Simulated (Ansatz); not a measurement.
# C2S: the cost of one run

Method: DFT PBE, scalar-relativistic, plane waves, PAW, in Ansatz 0.2.0.

## (1) The system as given

It takes space group P6_3/mmc (No. 194, hexagonal). The conventional cell has a = 2.874 Å, b = 2.874 Å, c = 11.331 Å, α = 90.00°, β = 90.00°, γ = 120.00°. C (site symmetry 3m) is surrounded by 3 S at 2.21 Å. Around S (site symmetry -6m2) lie 6 C at 2.21 Å.

As a file:

```cif
data_structure
_symmetry_space_group_name_H-M 'P 1'
_symmetry_Int_Tables_number 1
_cell_length_a 2.8743
_cell_length_b 2.8743
_cell_length_c 11.3310
_cell_angle_alpha 90.000
_cell_angle_beta 90.000
_cell_angle_gamma 120.000
_cell_volume 81.07
loop_
_atom_site_label
_atom_site_type_symbol
_atom_site_fract_x
_atom_site_fract_y
_atom_site_fract_z
_atom_site_occupancy
C1 C 0.33333 0.66667 0.62100 1
C2 C 0.66667 0.33333 0.12100 1
C3 C 0.33333 0.66667 0.87900 1
C4 C 0.66667 0.33333 0.37900 1
S1 S 0.33333 0.66667 0.25000 1
S2 S 0.66667 0.33333 0.75000 1
```

Recipe of the guess: species swapped into a database cell of WSe2 (P6_3/mmc, No. 194), with S on the W sites and C on the Se sites. Lengths come from tabulated atomic sizes and are only a guess.

## (2) A first look at the guess

Contents of input.yaml:

```yaml
crystal:
  lattice:
    - [2.87425778, 0.0, 0.0]
    - [-1.43712889, 2.48918025, 0.0]
    - [0.0, 0.0, 11.33104601]
  atoms:
    - { symbol: C, position: [0.33333333, 0.66666667, 0.62099999] }
    - { symbol: C, position: [0.66666667, 0.33333333, 0.12099999] }
    - { symbol: C, position: [0.33333333, 0.66666667, 0.87900001] }
    - { symbol: C, position: [0.66666667, 0.33333333, 0.37900001] }
    - { symbol: S, position: [0.33333333, 0.66666667, 0.25] }
    - { symbol: S, position: [0.66666667, 0.33333333, 0.75] }
basis:
  ecutwfc: 420
kpoints:
  mp_grid: { grid: [9, 9, 2] }
hamiltonian:
  xc: pbe
scf:
  occupations: { method: gaussian, width: 0.1 }
  lower_state_search: "off"
output:
  forces: true
  stress: true
  eigenvalues: true
```

Command:

```bash
ansatz run input.yaml --threads 1 --pin off --max-ram 2048MiB --backend cpu --events-out ev --progress --plain --runs-dir out
```

Q: Estimate wall time and peak memory on 1 thread of Arm Neoverse V2, shared host.

About 1.9 s, with a peak of 0.32 GiB.
